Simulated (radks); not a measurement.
# The first electron to leave Yb

The task here is to estimate one member of a computed series from the others.

Method: scalar-relativistic Kohn-Sham, PBE, spin-polarised, spherical densities, finite nucleus; open shells are filled with parallel spins first. Code: radks (a radial shooting solver on a logarithmic mesh, Libxc functionals) version 1.

4 further runs of the same task are left out: 4 set aside as unsound or not needed.

## What is computed

```
element            : ytterbium (Z = 70)
charge             : 0
electrons          : 70
configuration      : [Xe] 4f14 6s2
nuclear rms radius : 5.3108 fm
```

Outer shells as boxes (Hund's rule):

Yb
```
[Xe] core
4f [↑↓][↑↓][↑↓][↑↓][↑↓][↑↓][↑↓]
6s [↑↓]
```

Set-up of the first run:

The run's settings:

```text
Z 70
configuration [Xe] 4f14 6s2
relativity scalar-relativistic
functional pbe,pbe
spin polarised
nucleus finite rms 5.3108 fm
c 137.035999084
```

Steps of the session up to this table: The parent, Yb.

One of the session's tables, all rows but one given; the rest of the session is left out.

It belongs to the step «The parent, Yb». Radial moments (bohr):

| level | <r> | outermost maximum (interpolated) | 90 % within | nodes |
| --- | --- | --- | --- | --- |
| 3d | ? | ? | ? | ? |
| 4s | 0.4879 | 0.455 | 0.701 | 3 |
| 4p | 0.5182 | 0.476 | 0.754 | 2 |
| 4d | 0.5600 | 0.491 | 0.842 | 1 |
| 5s | 1.208 | 1.07 | 1.75 | 4 |
| 5p | 1.451 | 1.23 | 2.15 | 3 |
| 6s | 3.926 | 3.28 | 5.87 | 5 |
| 4f | 0.7914 | 0.483 | 1.39 | 0 |

Q: Estimate the row for 3d from the others.

The run gave: <r>: 0.1961; outermost maximum (interpolated): 0.160; 90 % within: 0.305; nodes: 0. In the column «<r>» it is the lowest.
